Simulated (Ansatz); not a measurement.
NbTe:

```
Te Nb
1.0
     3.70297    0.00000    0.00000
    -1.85149    3.20687    0.00000
     0.00000    0.00000    3.69421
Te Nb
1 1
Cartesian
  1.8515 1.0690 0.0000
  0.0000 0.0000 1.8471
```

The cell comes from a database or a generator and needn't be the stable form of this composition.

| Item | Value |
| --- | --- |
| Program | Ansatz 0.2.0 |
| Task | relaxation of cell and atoms |
| Functional | PBEsol |
| Dispersion | D3(BJ) |
| Potentials or basis | Ansatz PAW |
| Cutoff | 420 eV (not typed: the program's choice for these potentials) |
| k mesh | 8 × 8 × 7 |
| Occupations | fermi-dirac, width 0.05 eV |
| Spin | no spin polarisation |

At the start: volume 21.93 Å³/atom.

Q: Where does the relaxation end?

A: It ends after 6 steps and the volume is 20.15 Å³/atom (-8.1 %); space group P-6m2 (No. 187, to 0.05 Å).

Step by step:
```
step  energy change (eV)  largest force (eV/Å)  volume (Å³)
   1              0.0000                0.0000        43.87
   2             -0.0461                0.0000        38.10
   3             -0.1165                0.0000        40.54
   4             -0.1193                0.0000        40.40
   5             -0.1196                0.0000        40.31
   6             -0.1189                0.0000        40.31
```

Final structure:
```yaml
crystal:
  lattice:
    - [3.56844, 0.00000, 0.00000]
    - [-1.78422, 3.09036, 0.00000]
    - [0.00000, 0.00000, 3.65527]
  atoms:
    - { symbol: Te, position: [0.66667, 0.33333, 0.00000] }
    - { symbol: Nb, position: [0.00000, 0.00000, 0.50000] }
```

Caveat: the plane-wave basis is chosen anew once the cell has moved, so the energies of steps on either side of that aren't comparable; pairwise dispersion overbinds metals, which lowers pressure and volume; the PAW data sets come from PBE, with cores solved anew for the run's functional, which leaves a small shift of forces and pressure.
